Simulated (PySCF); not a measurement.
# C3H3BBrF: the cost of one run

The runs use PySCF 2.14.0, with density-fitted response routines of our own; the level of theory stands in each step. All values are computed, except where a source is named. Atoms are numbered from 0 throughout.

## (1) The molecule as given

9 atoms, charge 0, multiplicity 1; geometry from: GFN2-xTB. The atoms were then displaced at random by about 0.01 Å, so the start is not that level's minimum.

Bonds of the start (Å): C0–C1 1.22, C1–C2 1.47, C2–B3 1.55, B3–F4 1.33, B3–Br5 1.89, C0–H6 1.04, C2–H7 1.09, C2–H8 1.11.

## (2) Geometry optimisation at PBE0-D3(BJ)/def2-SVP

What the job is given:

```
{"job": {"xc": "PBE0", "basis": "def2-SVP", "d3": "d3bj", "grid": 1, "shake": 0.01, "kind": "geom"}, "charge": 0, "multiplicity": 1}
C      2.134600    -0.143310    -0.314680
C      1.028680    -0.040100     0.187580
C     -0.326720     0.061670     0.744180
B     -1.304090    -0.092220    -0.448040
F     -1.696470    -1.293440    -0.878270
Br    -2.069050     1.369320    -1.374720
H      3.088490    -0.188710    -0.723860
H     -0.403940    -0.723680     1.492900
H     -0.393690     1.033320     1.281170
```

The run is started by

```console
$ OMP_NUM_THREADS=1 python probes_run.py task.json out
```

One launch serves the whole session: the jobs run in the order shown.

Q: Estimate the wall time and peak memory of this first job on 1 thread of Arm Neoverse N1, shared host.

About 1.9 min, with a peak of 0.49 GiB.
